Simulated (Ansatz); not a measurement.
**BFH4O2Si: two geometries relaxed**

Aim: relax the geometries before and after the rotation by 180° about the O1–B2 bond, and see whether they are two minima and how far apart in energy. SMILES of the start: OB(F)O[SiH3].

All numbers below are computed with Ansatz 0.2.0 (RKS r2SCANh-D4/def2-SVP).

### 1 Starting point

Bond lengths: O1–B2 1.427 Å, B2–F3 1.426 Å, B2–O4 1.478 Å, O4–Si5 1.697 Å, O1–H6 0.933 Å, Si5–H7 1.506 Å, Si5–H8 1.458 Å, Si5–H9 1.495 Å. Angles: O1–B2–F3 119.8°, O1–B2–O4 122.7°, F3–B2–O4 117.5°, B2–O1–H6 109.8°, B2–O4–Si5 107.0°, O4–Si5–H7 108.0°, O4–Si5–H8 109.6°, O4–Si5–H9 111.8°, H7–Si5–H8 107.2°, H7–Si5–H9 107.9°, H8–Si5–H9 112.1°.

Structure file:

```xyz
9

O    -1.7326    0.9504    0.7474
B    -0.4890    1.1759    0.0847
F     0.3846    2.2047    0.5464
O    -0.0742    0.4159   -1.1135
Si    0.7026   -0.9892   -0.5647
H    -1.6181    0.3278    1.4323
H     1.9423   -0.5743    0.1828
H     1.1332   -1.7882   -1.7063
H    -0.1603   -1.7692    0.3738
```

### 2 Relaxing end A

Input file input.yaml:

```yaml
crystal:
  periodic: [false, false, false]
  atoms:
    - { symbol: O, position_ang: [-1.7326, 0.9504, 0.7474] }
    - { symbol: B, position_ang: [-0.489, 1.1759, 0.0847] }
    - { symbol: F, position_ang: [0.3846, 2.2047, 0.5464] }
    - { symbol: O, position_ang: [-0.0742, 0.4159, -1.1135] }
    - { symbol: Si, position_ang: [0.7026, -0.9892, -0.5647] }
    - { symbol: H, position_ang: [-1.6181, 0.3278, 1.4323] }
    - { symbol: H, position_ang: [1.9423, -0.5743, 0.1828] }
    - { symbol: H, position_ang: [1.1332, -1.7882, -1.7063] }
    - { symbol: H, position_ang: [-0.1603, -1.7692, 0.3738] }
basis:
  gaussian: { orbitals: def2-SVP }
hamiltonian:
  xc: r2scanh
  dispersion: d4
relax:
  f_tol: 0.015
  max_steps: 40
output:
  orbitals: {}
```

Launch:

```bash
$ ansatz run input.yaml --threads 2 --pin off --max-ram 3072MiB --backend cpu --events-out ev --progress --plain --runs-dir out
```

Output (excerpt; [...] marks lines left out):

```text
Warning: RAYON_NUM_THREADS=2 ignored (pool sized by the plan → 2); use --threads N
[...]
Functional definition: r2SCANh
[...]
975 factors; integrals over basis functions are off by at most 3.3e-4 eV
[...]
mean field -15421.00220429 eV, -566.7113782768 hartree, gradient 2.1e-5 eV, S^2 0.000000; 0 other end points of the search recorded, 0 dependent functions left out
[...]
reference -15421.00221315 eV, -566.7113786025 hartree; 24, 24 occupied and 70, 70 virtual orbitals, 975 factors
relax step   1: F+E_penalty+E_count = -15421.04364952 eV  Δ(F+E_penalty+E_count) = +0.000e0 eV  max|allowed force component| = 3.596e0 eV/Å  Δτ_max = 0.0000 Å  (25 SCF iters, accepted)
[...]
relax step   5: F+E_penalty+E_count = -15421.90492381 eV  Δ(F+E_penalty+E_count) = -1.209e-1 eV  max|allowed force component| = 1.171e0 eV/Å  Δτ_max = 0.1419 Å  (26 SCF iters, accepted)
[...]
relax step   9: F+E_penalty+E_count = -15422.29614970 eV  Δ(F+E_penalty+E_count) = -6.063e-2 eV  max|allowed force component| = 4.339e-1 eV/Å  Δτ_max = 0.1000 Å  (26 SCF iters, accepted)
[...]
relax step  13: F+E_penalty+E_count = -15422.40928414 eV  Δ(F+E_penalty+E_count) = -8.596e-3 eV  max|allowed force component| = 5.701e-2 eV/Å  Δτ_max = 0.0789 Å  (27 SCF iters, accepted)
[...]
relax step  15: F+E_penalty+E_count = -15422.41281204 eV  Δ(F+E_penalty+E_count) = -8.126e-4 eV  max|allowed force component| = 8.925e-2 eV/Å  Δτ_max = 0.0688 Å  (27 SCF iters, accepted)
[...]
relax step  16: F+E_penalty+E_count = -15422.41224331 eV  Δ(F+E_penalty+E_count) = +5.687e-4 eV  max|allowed force component| = 1.263e-1 eV/Å  Δτ_max = 0.0782 Å  (27 SCF iters, rejected (line search))
[...]
975 factors; integrals over basis functions are off by at most 6.1e-4 eV
[...]
```

### 3 More of the same log: end point A relaxed

Output, continued (excerpt; [...] marks lines left out):

```text
mean field -15422.37265620 eV, -566.7617414558 hartree, gradient 5.7e-6 eV, S^2 0.000000; 0 other end points of the search recorded, 0 dependent functions left out
[...]
reference -15422.37266556 eV, -566.7617417998 hartree; 24, 24 occupied and 70, 70 virtual orbitals, 975 factors
relax step  17: F+E_penalty+E_count = -15422.41404861 eV  Δ(F+E_penalty+E_count) = -1.237e-3 eV  max|allowed force component| = 7.167e-2 eV/Å  Δτ_max = 0.0381 Å  (28 SCF iters, accepted)
[...]
relax step  20: F+E_penalty+E_count = -15422.41944568 eV  Δ(F+E_penalty+E_count) = -2.690e-3 eV  max|allowed force component| = 2.659e-1 eV/Å  Δτ_max = 0.0471 Å  (27 SCF iters, accepted)
[...]
relax step  23: F+E_penalty+E_count = -15422.43199877 eV  Δ(F+E_penalty+E_count) = -2.466e-3 eV  max|allowed force component| = 7.722e-2 eV/Å  Δτ_max = 0.0087 Å  (23 SCF iters, accepted)
[...]
Total energy: -15422.43349681 eV, -566.7639773068 hartree
Atom 0 at    -1.590413     0.540740     0.380881 Å, force    -0.000100     0.000982     0.000027 eV/Å
Atom 1 at    -0.386576     1.164948     0.355911 Å, force     0.001730    -0.001621    -0.000440 eV/Å
Atom 2 at    -0.297760     2.458297     0.670667 Å, force    -0.000578    -0.001417    -0.000070 eV/Å
Atom 3 at     0.733254     0.494151     0.015047 Å, force    -0.000025     0.000913    -0.000068 eV/Å
Atom 4 at     0.929110    -1.110954    -0.422952 Å, force    -0.001018     0.001519     0.000242 eV/Å
Atom 5 at    -2.312092     1.122314     0.638433 Å, force    -0.000220     0.000014     0.000041 eV/Å
Atom 6 at     2.375695    -1.303959    -0.691103 Å, force     0.000179    -0.000208     0.000213 eV/Å
Atom 7 at     0.141935    -1.408645    -1.649815 Å, force    -0.000162    -0.000191     0.000009 eV/Å
Atom 8 at     0.495347    -2.003092     0.685832 Å, force     0.000194     0.000010     0.000044 eV/Å
Dipole moment:    -0.287170    -0.121896     0.012774 e Å
```

It took 68 s on 2 threads of Intel Xeon 6975P-C (Granite Rapids), shared host; peak memory 0.23 GiB.

Step by step:

| step | energy from step 1 (eV) | largest force component (eV/Å) |
| --- | --- | --- |
| 1 | 0.0000 | 3.5964 |
| 2 | -0.5403 | 1.9082 |
| 3 | -0.6687 | 1.4397 |
| 4 | -0.7404 | 1.8482 |
| 5 | -0.8613 | 1.1708 |
| 6 | -1.0906 | 0.6262 |
| 7x | -1.0006 | 3.2121 |
| 8 | -1.1919 | 0.5742 |
| 9 | -1.2525 | 0.4339 |
| 10 | -1.3210 | 0.4514 |
| 11 | -1.3570 | 0.1676 |
| 12x | -1.3378 | 0.6805 |
| 13 | -1.3656 | 0.0570 |
| 14 | -1.3683 | 0.0278 |
| 15 | -1.3692 | 0.0892 |
| 16x | -1.3686 | 0.1263 |
| 17 | -1.3704 | 0.0717 |
| 18 | -1.3724 | 0.2456 |
| 19 | -1.3731 | 0.3175 |
| 20 | -1.3758 | 0.2659 |
| 21 | -1.3828 | 0.0436 |
| 22 | -1.3859 | 0.2102 |
| 23 | -1.3883 | 0.0772 |
| 24 | -1.3893 | 0.0164 |
| 25x | -1.3893 | 0.0559 |
| 26 | -1.3895 | 0.0079 |
| 27 | -1.3898 | 0.0293 |
| 28x | -1.3898 | 0.0352 |
| 29 | -1.3898 | 0.0017 |

Step 1 is the start. 5 steps were tried and not accepted (marked x).

After: Bond lengths: O1–B2 1.356 Å, B2–F3 1.334 Å, B2–O4 1.349 Å, O4–Si5 1.675 Å, O1–H6 0.962 Å, Si5–H7 1.484 Å, Si5–H8 1.488 Å, Si5–H9 1.488 Å. Angles: O1–B2–F3 120.1°, O1–B2–O4 120.8°, F3–B2–O4 119.1°, B2–O1–H6 113.1°, B2–O4–Si5 129.8°, O4–Si5–H7 106.6°, O4–Si5–H8 110.2°, O4–Si5–H9 110.2°, H7–Si5–H8 109.9°, H7–Si5–H9 109.9°, H8–Si5–H9 109.9°.

### 4 Relaxing end B

The second end starts from a geometry with the move made by hand.

Input file input.yaml:

```yaml
crystal:
  periodic: [false, false, false]
  atoms:
    - { symbol: O, position_ang: [-1.7326, 0.9504, 0.7474] }
    - { symbol: B, position_ang: [-0.489, 1.1759, 0.0847] }
    - { symbol: F, position_ang: [-0.12614, 0.37131, -1.0359] }
    - { symbol: O, position_ang: [0.48664, 2.18803, 0.54195] }
    - { symbol: Si, position_ang: [0.05849, 3.65635, -0.19264] }
    - { symbol: H, position_ang: [-1.6181, 0.3278, 1.4323] }
    - { symbol: H, position_ang: [0.2109, 3.49388, -1.68198] }
    - { symbol: H, position_ang: [0.98578, 4.70157, 0.22536] }
    - { symbol: H, position_ang: [-1.36353, 4.02203, 0.08647] }
basis:
  gaussian: { orbitals: def2-SVP }
hamiltonian:
  xc: r2scanh
  dispersion: d4
relax:
  f_tol: 0.015
  max_steps: 40
```

Launch:

```bash
$ ansatz run input.yaml --threads 2 --pin off --max-ram 3072MiB --backend cpu --events-out ev --progress --plain --runs-dir out
```

Output (excerpt; [...] marks lines left out):

```text
Warning: RAYON_NUM_THREADS=2 ignored (pool sized by the plan → 2); use --threads N
[...]
[... 1 set-up line as earlier in the session ...]
[...]
974 factors; integrals over basis functions are off by at most 5.4e-4 eV
[...]
mean field -15421.02692808 eV, -566.7122868595 hartree, gradient 1.7e-5 eV, S^2 0.000000; 0 other end points of the search recorded, 0 dependent functions left out
[...]
reference -15421.02693706 eV, -566.7122871894 hartree; 24, 24 occupied and 70, 70 virtual orbitals, 974 factors
relax step   1: F+E_penalty+E_count = -15421.06793043 eV  Δ(F+E_penalty+E_count) = +0.000e0 eV  max|allowed force component| = 3.012e0 eV/Å  Δτ_max = 0.0000 Å  (25 SCF iters, accepted)
[...]
relax step   5: F+E_penalty+E_count = -15421.92936673 eV  Δ(F+E_penalty+E_count) = -8.420e-2 eV  max|allowed force component| = 2.669e-1 eV/Å  Δτ_max = 0.1809 Å  (28 SCF iters, accepted)
[...]
relax step   9: F+E_penalty+E_count = -15422.32372509 eV  Δ(F+E_penalty+E_count) = -1.928e-2 eV  max|allowed force component| = 4.325e-1 eV/Å  Δτ_max = 0.1662 Å  (28 SCF iters, accepted)
[...]
relax step  13: F+E_penalty+E_count = -15422.40742858 eV  Δ(F+E_penalty+E_count) = -1.141e-2 eV  max|allowed force component| = 1.552e-1 eV/Å  Δτ_max = 0.0999 Å  (28 SCF iters, accepted)
[...]
relax step  15: F+E_penalty+E_count = -15422.41623816 eV  Δ(F+E_penalty+E_count) = -3.622e-3 eV  max|allowed force component| = 4.368e-2 eV/Å  Δτ_max = 0.0801 Å  (27 SCF iters, accepted)
[...]
relax step  16: F+E_penalty+E_count = -15422.41280269 eV  Δ(F+E_penalty+E_count) = +3.435e-3 eV  max|allowed force component| = 2.666e-1 eV/Å  Δτ_max = 0.1739 Å  (27 SCF iters, rejected (line search))
[...]
974 factors; integrals over basis functions are off by at most 5.2e-4 eV
[...]
mean field -15422.37733295 eV, -566.7619133231 hartree, gradient 7.9e-6 eV, S^2 0.000000; 0 other end points of the search recorded, 0 dependent functions left out
[...]
reference -15422.37734227 eV, -566.7619136655 hartree; 24, 24 occupied and 70, 70 virtual orbitals, 974 factors
```

### 5 The log goes on: end point B relaxed

Output, continued (excerpt; [...] marks lines left out):

```text
relax step  17: F+E_penalty+E_count = -15422.41874562 eV  Δ(F+E_penalty+E_count) = -2.507e-3 eV  max|allowed force component| = 9.033e-2 eV/Å  Δτ_max = 0.0796 Å  (27 SCF iters, accepted)
[...]
relax step  20: F+E_penalty+E_count = -15422.42439138 eV  Δ(F+E_penalty+E_count) = -2.471e-3 eV  max|allowed force component| = 1.066e-1 eV/Å  Δτ_max = 0.0438 Å  (28 SCF iters, accepted)
[...]
relax step  23: F+E_penalty+E_count = -15422.43022938 eV  Δ(F+E_penalty+E_count) = -2.697e-3 eV  max|allowed force component| = 1.511e-1 eV/Å  Δτ_max = 0.0093 Å  (29 SCF iters, accepted)
[...]
relax step  26: F+E_penalty+E_count = -15422.43305125 eV  Δ(F+E_penalty+E_count) = -6.417e-4 eV  max|allowed force component| = 4.100e-2 eV/Å  Δτ_max = 0.0246 Å  (29 SCF iters, accepted)
[...]
Total energy: -15422.43346967 eV, -566.7639763094 hartree
Atom 0 at    -1.090483     1.240289     1.187971 Å, force    -0.001422    -0.003812     0.004785 eV/Å
Atom 1 at    -0.450549     1.035904     0.009826 Å, force     0.001130     0.000950    -0.002857 eV/Å
Atom 2 at    -0.258266    -0.205418    -0.439499 Å, force    -0.000392     0.001264    -0.000378 eV/Å
Atom 3 at    -0.000867     2.076000    -0.722368 Å, force     0.000396     0.000383    -0.001361 eV/Å
Atom 4 at    -0.092814     3.720431    -0.415458 Å, force    -0.000756    -0.003255     0.000535 eV/Å
Atom 5 at    -1.363573     0.423133     1.615979 Å, force     0.001224     0.003121    -0.000686 eV/Å
Atom 6 at     0.537057     4.403973    -1.572131 Å, force     0.000519    -0.000521     0.000629 eV/Å
Atom 7 at     0.646010     4.051270     0.832815 Å, force    -0.000565     0.000517     0.000394 eV/Å
Atom 8 at    -1.514075     4.141688    -0.289474 Å, force    -0.000134     0.001352    -0.001061 eV/Å
Dipole moment:    -0.149666     0.022404     0.273110 e Å
```

It took 66 s on 2 threads of Intel Xeon 6975P-C (Granite Rapids), shared host; peak memory 0.23 GiB.

The steps of the relaxation:

| step | energy from step 1 (eV) | largest force component (eV/Å) |
| --- | --- | --- |
| 1 | 0.0000 | 3.0125 |
| 2 | -0.4786 | 1.6534 |
| 3 | -0.6760 | 1.1808 |
| 4 | -0.7772 | 0.6682 |
| 5 | -0.8614 | 0.2669 |
| 6 | -0.9023 | 0.4866 |
| 7 | -1.0032 | 1.2895 |
| 8 | -1.2365 | 0.3599 |
| 9 | -1.2558 | 0.4325 |
| 10 | -1.3003 | 0.6383 |
| 11x | -1.2957 | 0.8939 |
| 12 | -1.3281 | 0.1965 |
| 13 | -1.3395 | 0.1552 |
| 14 | -1.3447 | 0.0834 |
| 15 | -1.3483 | 0.0437 |
| 16x | -1.3449 | 0.2666 |
| 17 | -1.3508 | 0.0903 |
| 18 | -1.3540 | 0.1374 |
| 19x | -1.3525 | 0.3312 |
| 20 | -1.3565 | 0.1066 |
| 21 | -1.3589 | 0.1483 |
| 22 | -1.3596 | 0.3276 |
| 23 | -1.3623 | 0.1511 |
| 24 | -1.3644 | 0.0655 |
| 25 | -1.3645 | 0.0790 |
| 26 | -1.3651 | 0.0410 |
| 27 | -1.3653 | 0.0317 |
| 28 | -1.3655 | 0.0048 |

Step 1 is the start. 3 steps were tried and not accepted (marked x).

After: Bond lengths: O1–B2 1.356 Å, B2–F3 1.334 Å, B2–O4 1.349 Å, O4–Si5 1.675 Å, O1–H6 0.962 Å, Si5–H7 1.484 Å, Si5–H8 1.488 Å, Si5–H9 1.488 Å. Angles: O1–B2–F3 120.1°, O1–B2–O4 120.8°, F3–B2–O4 119.1°, B2–O1–H6 113.1°, B2–O4–Si5 129.7°, O4–Si5–H7 106.6°, O4–Si5–H8 110.2°, O4–Si5–H9 110.2°, H7–Si5–H8 109.9°, H7–Si5–H9 109.9°, H8–Si5–H9 109.9°.

### 6 What came out

| quantity | value |
| --- | --- |
| end A | 23 moves, 1.390 eV lower |
| end B | 24 moves, 1.366 eV lower |
| largest difference between the ends | 0.02 Å |
| end B relative to end A | +0.000 eV |

Both starts fell into the same minimum (no atom differs by more than 0.02 Å), so from this start no second minimum was found and no band was run; another arrangement could still be one.
